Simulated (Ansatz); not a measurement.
# CH6SSi2: a ladder of functionals and wavefunction methods

The task here is to estimate one member of a computed series from the others.

The runs use Ansatz 0.2.0, Gaussian basis; functionals in def2-TZVPP, the program's frozen cores in correlated methods.

Plan: LDA (SPW92), PBE-D4, revPBE-D4, BLYP-D4, r2SCAN-D4, B97M-V, PBE0-D4, B3LYP-D4, r2SCANh-D4, r2SCAN0-D4, HSE06-D4, BHLYP-D4, CAM-B3LYP-D4, LC-ωPBE, ωB97X-V, ωB97M-V, B2PLYP, PBE-QIDH; CCSD(T)/def2-SVP; CCSD(T)/def2-TZVPP; MP2/def2-QZVPP; extrapolation to the limit; RPA on PBE.

### The relaxed structure

The geometry comes from an earlier relaxation with PBE0-D4 in a triple-zeta def2 set; it is a stationary point, not always the lowest conformer.

10 atoms, charge 0, spin multiplicity 1.

Atoms are counted from 1 here; the program's logs count them from 0.

Bond lengths: C1–Si2 1.899 Å, C1–S4 1.842 Å, C1–H5 1.091 Å, C1–H6 1.091 Å, Si2–Si3 2.320 Å, Si2–H7 1.487 Å, Si2–H8 1.490 Å, Si3–S4 2.160 Å, Si3–H9 1.490 Å, Si3–H10 1.487 Å. Angles: Si2–C1–S4 100.0°, Si2–C1–H5 113.5°, Si2–C1–H6 115.1°, S4–C1–H5 109.8°, S4–C1–H6 109.3°, H5–C1–H6 108.8°, C1–Si2–Si3 84.4°, C1–Si2–H7 110.3°, C1–Si2–H8 116.0°, Si3–Si2–H7 111.7°, Si3–Si2–H8 123.6°, H7–Si2–H8 108.7°, Si2–Si3–S4 79.4°, Si2–Si3–H9 118.5°, Si2–Si3–H10 121.5°, S4–Si3–H9 113.8°, S4–Si3–H10 113.2°, H9–Si3–H10 107.8° and more.

Set-up of the first run:

Input file in.yaml:

```yaml
crystal:
  periodic: [false, false, false]
  atoms:
    - {symbol: C, position_ang: [-0.576707, 1.262134, 0.093251]}
    - {symbol: Si, position_ang: [-0.831310, -0.520086, -0.510280]}
    - {symbol: Si, position_ang: [1.324299, -0.855283, 0.279612]}
    - {symbol: S, position_ang: [0.830541, 1.008261, 1.253902]}
    - {symbol: H, position_ang: [-0.282671, 1.951333, -0.699479]}
    - {symbol: H, position_ang: [-1.419630, 1.691401, 0.636377]}
    - {symbol: H, position_ang: [-1.839852, -1.211985, 0.336059]}
    - {symbol: H, position_ang: [-1.218813, -0.677177, -1.940562]}
    - {symbol: H, position_ang: [2.458209, -0.749715, -0.680601]}
    - {symbol: H, position_ang: [1.639035, -1.950183, 1.234624]}
basis:
  gaussian: {orbitals: def2-TZVPP}
hamiltonian: {xc: lda}
output: {orbitals: {seedname: orbitals}}
```

Started as:

```
$ ansatz run in.yaml --threads 2 --pin off --events-out ev --progress --plain --max-ram 4352MiB
```

Steps of the session up to this table: LDA; PBE-D4 (GGA); revPBE-D4 (GGA); BLYP-D4 (GGA); r2SCAN-D4 (meta-GGA); B97M-V (meta-GGA); PBE0-D4 (hybrid); B3LYP-D4 (hybrid); r2SCANh-D4 (hybrid); r2SCAN0-D4 (hybrid); HSE06-D4 (hybrid); BHLYP-D4 (hybrid); CAM-B3LYP-D4 (range-separated); LC-ωPBE (range-separated); ωB97X-V (range-separated); ωB97M-V (range-separated); B2PLYP (double hybrid); PBE-QIDH (double hybrid).

One of the session's tables, all rows but one given; the rest of the session is left out.

It belongs to the step «Orbital energies across the functionals». 

```
  functional  HOMO (eV)  gap (eV)
 LDA (SPW92)      -5.81      4.16
      PBE-D4      -5.73      4.28
   revPBE-D4      -5.69      4.34
     BLYP-D4      -5.55      4.26
   r2SCAN-D4      -5.96      4.81
      B97M-V      -6.11      4.80
     PBE0-D4      -6.88      6.29
    B3LYP-D4      -6.64      5.85
  r2SCANh-D4          ?         ?
  r2SCAN0-D4      -7.03      6.61
    HSE06-D4      -6.48      5.52
    BHLYP-D4      -7.89      8.17
CAM-B3LYP-D4      -8.14      8.55
     LC-ωPBE      -9.50     11.04
     ωB97X-V      -9.16     10.56
     ωB97M-V      -9.01     10.10
```

**Question.** Estimate the row for r2SCANh-D4.

Worked estimate for «HOMO (eV)». Against the share of exact exchange, r2SCAN-D4 (0, -5.96), r2SCAN0-D4 (0.25, -7.03) give a slope of -4.28 per unit share; at 0.1 the line stands at -6.39.

As computed: HOMO (eV): -6.39; gap (eV): 5.53. In «HOMO (eV)» the line misses by 0.00.
